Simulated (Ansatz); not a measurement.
# ZrSi+ (doublet): the correlation ladder, def2-TZVPP

The task here is to estimate one member of a computed series from the others.

Method: def2-TZVPP, core rule «outside noble gas», up to 9 orbitals frozen; program: Ansatz 0.2.0, Gaussian basis.

To be run: UHF; ROHF; CCSD(T) on UHF.

2 further runs of the same task are left out: 2 set aside as unsound or not needed.

## The geometry

The geometry is a PBE0/def2-TZVP stationary point (not a proven minimum) of the parent state, kept for this charge and spin. No spin-orbit coupling is included. Elements past krypton take def2 core potentials.

2 atoms, charge 1, spin multiplicity 2.

Atoms are counted from 1 here; the program's logs count them from 0.

Bond lengths: Zr1–Si2 2.309 Å.

Set-up of the first run:

in.yaml

```yaml
crystal:
  periodic: [false, false, false]
  atoms:
    - {symbol: Zr, position_ang: [0.000000, 0.000000, 0.000000]}
    - {symbol: Si, position_ang: [0.000000, 0.000000, 2.308942]}
basis:
  gaussian: {orbitals: def2-TZVPP}
total_charge: 1
magnetization: {spin_polarized: true, initial_magnetization: 1}
hamiltonian: {xc: hf}
output: {orbitals: {seedname: orbitals}}
```

Command:

```bash
$ ansatz run in.yaml --threads 1 --pin off --events-out ev --progress --plain --max-ram 2816MiB --backend cpu
```

Steps of the session up to this table: UHF; ROHF; CCSD(T) on UHF.

One table of the session follows, with a row left open; its other results are not shown here.

```
  method  from UCCSD(T) (kJ/mol)
    ROHF                  +555.1
    UMP2                  +154.6
   UCCSD                       ?
UCCSD(T)                       0
```

**Question.** Estimate the row for UCCSD.

**Answer.** from UCCSD(T) (kJ/mol): +39.8. In the column «from UCCSD(T) (kJ/mol)» it lies between UCCSD(T) (0) and UMP2 (+154.6).

Left out of the table: UHF (another determinant or state than the rows shown).

Caveats from the session: The determinant is far from a pure spin state, so its energy mixes those of several spin states (harmless only where they are near-degenerate, as at dissociation). Warnings: spin contamination; coupled cluster took another determinant than the lowest.
